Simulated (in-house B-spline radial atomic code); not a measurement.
# Rb³⁺: excited configurations

Aim: the energies of several excited configurations of Rb³⁺ above a reference configuration, each from its own self-consistent run.

Program: in-house B-spline radial atomic code version 1. Level of theory: Dirac-Hartree-Fock, average of configuration, Fermi nucleus, basis-set limit. These are calculated values, not measurements, unless marked.

### Step 1. The atom as given

* element: rubidium (Z = 37)
* charge: +3
* electrons: 34
* configuration: [Ar] 3d10 4s2 4p4
* Hamiltonian: Dirac-Coulomb
* nucleus: Fermi, rms radius 4.204 fm

The outer shells:

[Ar] 3d10 4s2 4p4
```
[Ar] core
3d [↑↓][↑↓][↑↓][↑↓][↑↓]
4s [↑↓]
4p [↑↓][↑ ][↑ ]
```

The boxes draw the filling by Hund's rule, which heavy ions in jj coupling don't follow; these runs average over all states of the configuration.

Settings, as recorded:

```ini
Z = 37
electrons = 34.0
configuration = [Ar] 3d10 4s2 4p4
hamiltonian = dirac
method = hf
spin_polarised = False
nucleus = fermi
rms_radius = 4.2036
mass_number = 85
atomic_mass = 84.91178973604
speed_of_light = 137.035999084
```

The reference is known from an earlier run: -2977.251568 hartree in all. Up to eight levels, counted from the top:

```tsv
orbital	occupation	energy (eV)	<r> (bohr)
3s1/2	2	-377.07	0.5069
3p1/2	2	-302.36	0.5096
3p3/2	4	-292.73	0.5194
3d3/2	4	-162.51	0.5192
3d5/2	6	-160.88	0.5228
4s1/2	2	-72.834	1.407
4p1/2	1.33333	-53.831	1.566
4p3/2	2.66667	-52.732	1.591
```

### Step 2. [Ne] 3s2 3p5 3d10 4s2 4p4 8g1

Settings, as recorded:

```ini
Z = 37
electrons = 34.0
configuration = [Ne] 3s2 3p5 3d10 4s2 4p4 8g1
hamiltonian = dirac
method = hf
spin_polarised = False
nucleus = fermi
rms_radius = 4.2036
mass_number = 85
atomic_mass = 84.91178973604
speed_of_light = 137.035999084
```

### Step 3. Configuration [Ar] 3d9 4s2 4p4 7s1

The settings differ from step 2 so:

```diff
@@ -2,3 +2,3 @@
 electrons = 34.0
-configuration = [Ne] 3s2 3p5 3d10 4s2 4p4 8g1
+configuration = [Ar] 3d9 4s2 4p4 7s1
 hamiltonian = dirac
```

### Step 4. [Ar] 3d10 4s1 4p4 6p1

The settings differ from step 3 so:

```diff
@@ -2,3 +2,3 @@
 electrons = 34.0
-configuration = [Ar] 3d9 4s2 4p4 7s1
+configuration = [Ar] 3d10 4s1 4p4 6p1
 hamiltonian = dirac
```

### Step 5. [Ne] 3s2 3p5 3d10 4s2 4p4 6d1

The settings differ from step 4 so:

```diff
@@ -2,3 +2,3 @@
 electrons = 34.0
-configuration = [Ar] 3d10 4s1 4p4 6p1
+configuration = [Ne] 3s2 3p5 3d10 4s2 4p4 6d1
 hamiltonian = dirac
```

### Step 6. Configuration [Ar] 3d10 4s1 4p4 4d1

The settings differ from step 5 so:

```diff
@@ -2,3 +2,3 @@
 electrons = 34.0
-configuration = [Ne] 3s2 3p5 3d10 4s2 4p4 6d1
+configuration = [Ar] 3d10 4s1 4p4 4d1
 hamiltonian = dirac
```

### Step 7. [Ar] 3d10 4s2 4p3 5d1

The settings differ from step 6 so:

```diff
@@ -2,3 +2,3 @@
 electrons = 34.0
-configuration = [Ar] 3d10 4s1 4p4 4d1
+configuration = [Ar] 3d10 4s2 4p3 5d1
 hamiltonian = dirac
```

### Step 8. [Ar] 3d9 4s2 4p4 5g1

The settings differ from step 7 so:

```diff
@@ -2,3 +2,3 @@
 electrons = 34.0
-configuration = [Ar] 3d10 4s2 4p3 5d1
+configuration = [Ar] 3d9 4s2 4p4 5g1
 hamiltonian = dirac
```

### Step 9. Configuration [Ar] 3d10 4s2 4p3 8s1

The settings differ from step 8 so:

```diff
@@ -2,3 +2,3 @@
 electrons = 34.0
-configuration = [Ar] 3d9 4s2 4p4 5g1
+configuration = [Ar] 3d10 4s2 4p3 8s1
 hamiltonian = dirac
```

Before running: How far above the reference does each configuration lie (order and size, in eV)?

The runs gave:

| net move | configuration | energy above the reference (eV) | with Breit, QED, recoil (eV) | largest <r> (bohr) |
| --- | --- | --- | --- | --- |
| 4p → 5d | [Ar] 3d10 4s2 4p3 5d1 | 37.901 | 37.881 | 4.94 |
| 4s → 4d | [Ar] 3d10 4s1 4p4 4d1 | 43.126 | 43.070 | 2.18 |
| 4p → 8s | [Ar] 3d10 4s2 4p3 8s1 | 46.362 | 46.344 | 13.3 |
| 4s → 6p | [Ar] 3d10 4s1 4p4 6p1 | 59.937 | 59.889 | 6.57 |
| 3d → 7s | [Ar] 3d9 4s2 4p4 7s1 | 145.30 | 145.32 | 9.09 |
| 3d → 5g | [Ar] 3d9 4s2 4p4 5g1 | 145.63 | 145.65 | 6.85 |
| 3p → 6d | [Ne] 3s2 3p5 3d10 4s2 4p4 6d1 | 279.71 | 279.46 | 8.11 |
| 3p → 8g | [Ne] 3s2 3p5 3d10 4s2 4p4 8g1 | 285.63 | 285.38 | 21.4 |

Quantum defects of the promoted electron, δ = n − ζ/√(−2ε) with ζ = 4 and ε its orbital energy in hartree:

| promotion | δ |
| --- | --- |
| 4p → 5d | 1.143 |
| 4p → 8s | 2.059 |
| 4s → 6p | 1.776 |
| 3d → 7s | 2.095 |
| 3d → 5g | 0.003 |
| 3p → 6d | 1.169 |
| 3p → 8g | 0.007 |

What this shows: The lowest of them is 4p → 5d at 37.901 eV and the highest 3p → 8g at 285.63 eV. Koopmans' estimate of the ionisation threshold is 52.732 eV; 5 configurations exceed it by over 2 % and could autoionise. Of those tabulated, the defect is largest for 7s (2.10) and least for 5g (0.00): low angular momentum penetrates the core, high angular momentum stays outside it. Two partly filled shells share a symmetry and can mix in the average, which may lower the energy, for: 4s → 6p; 3p → 6d; 3p → 8g. These are averages over configurations, without correlation, not spectroscopic levels.
